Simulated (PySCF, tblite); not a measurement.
**C₄H₈OSSi: geometry, infrared bands and NMR shifts**

Wanted: the infrared bands and NMR shifts of C₄H₈OSSi (`C=C(C=O)[SiH2]SC`), by calculation.

Computed with tblite 0.8.0 and PySCF 2.14.0, with density-fitted response routines of our own, on a single molecule in the gas phase. Atoms are numbered from 0 throughout.

## 1. Starting geometry

15 atoms, charge 0, multiplicity 1; geometry from: force field or distance geometry start.

Bonds of the start (Å): C0–C1 1.34, C1–C2 1.49, C2–O3 1.22, C1–Si4 1.84, Si4–S5 2.15, S5–C6 1.81, C0–H7 1.08, C0–H8 1.08, C2–H9 1.10, Si4–H10 1.49, Si4–H11 1.48, C6–H12 1.10, C6–H13 1.09, C6–H14 1.10.

## 2. Optimising the geometry with GFN2-xTB

Job settings and geometry (Å):

```
{"job": {"kind": "relax", "xc": "GFN2-xTB", "basis": "xTB"}, "charge": 0, "multiplicity": 1}
C      0.844900    -0.638500    -2.102200
C      0.801100    -0.299200    -0.808300
C      1.710000     0.792200    -0.354700
O      1.742500     1.228000     0.781300
Si    -0.253100    -1.096100     0.477300
S     -2.133400    -0.047100     0.544400
C     -1.694600     1.504300     1.369300
H      0.212300    -1.421700    -2.500000
H      1.484600    -0.136400    -2.817700
H      2.339300     1.230800    -1.138100
H     -0.547100    -2.493300     0.055900
H      0.346000    -1.135200     1.826100
H     -1.245600     1.311400     2.359200
H     -1.003900     2.088800     0.756400
H     -2.607300     2.098300     1.529200
```

The run is started by

```bash
> OMP_NUM_THREADS=1 python probes_run.py task.json out
```

The driver reads the jobs from task.json and runs them one after another.

**Question.** This job is followed by: GFN2-xTB harmonic vibrations, gas phase; GIAO PBE0/pcSseg-1 NMR shielding, non-relativistic, gas phase. What will the session give for the following? strongest single infrared mode (GFN2-xTB); zero-point energy (GFN2-xTB); 13C shifts against TMS (PBE0/pcSseg-1); 1H shifts against TMS (PBE0/pcSseg-1, means over atoms taken as alike); 17O shifts against H2O (PBE0/pcSseg-1); 29Si shifts against TMS (PBE0/pcSseg-1); 33S shifts against CS2 (PBE0/pcSseg-1).

The runs gave:

| quantity | value |
| --- | --- |
| strongest single infrared mode (GFN2-xTB) | 706 cm⁻¹, 313 km/mol |
| zero-point energy (GFN2-xTB) | 65.9 kcal/mol |
| 13C shifts against TMS (PBE0/pcSseg-1) | 204.4, 159.2, 154.9, 17.6 ppm |
| 1H shifts against TMS (PBE0/pcSseg-1, means over atoms taken as alike) | 9.91, 7.16, 6.87, 4.88, 2.41 ppm |
| 17O shifts against H2O (PBE0/pcSseg-1) | 687.4 ppm |
| 29Si shifts against TMS (PBE0/pcSseg-1) | -28.4 ppm |
| 33S shifts against CS2 (PBE0/pcSseg-1) | -190 ppm |

In words: Over 120 steps the energy fell by 0.128 eV; of the close pairs, C1–Si4 changed most, 1.844 to 1.899 Å. All 39 modes are real, so the xTB geometry is a minimum. The strongest single mode, at 706 cm⁻¹, is carried by H10, H11, Si4. Unscaled tight-binding wavenumbers are off by several per cent, some by more. Its intensities can rank the bands wrongly. The most deshielded carbon is C2 (aldehyde carbonyl carbon), at 204.4 ppm: the double bond to the heteroatom, with no lone-pair donor beside it, deshields it most. The most deshielded hydrogen is H9 (hydrogen on an aldehyde carbonyl carbon), at 9.91 ppm: deshielded by the polar, anisotropic C=O bond. At PBE0/pcSseg-1: The widest tensor belongs to O3: span 1324 ppm, with a paramagnetic part of -753 ppm.
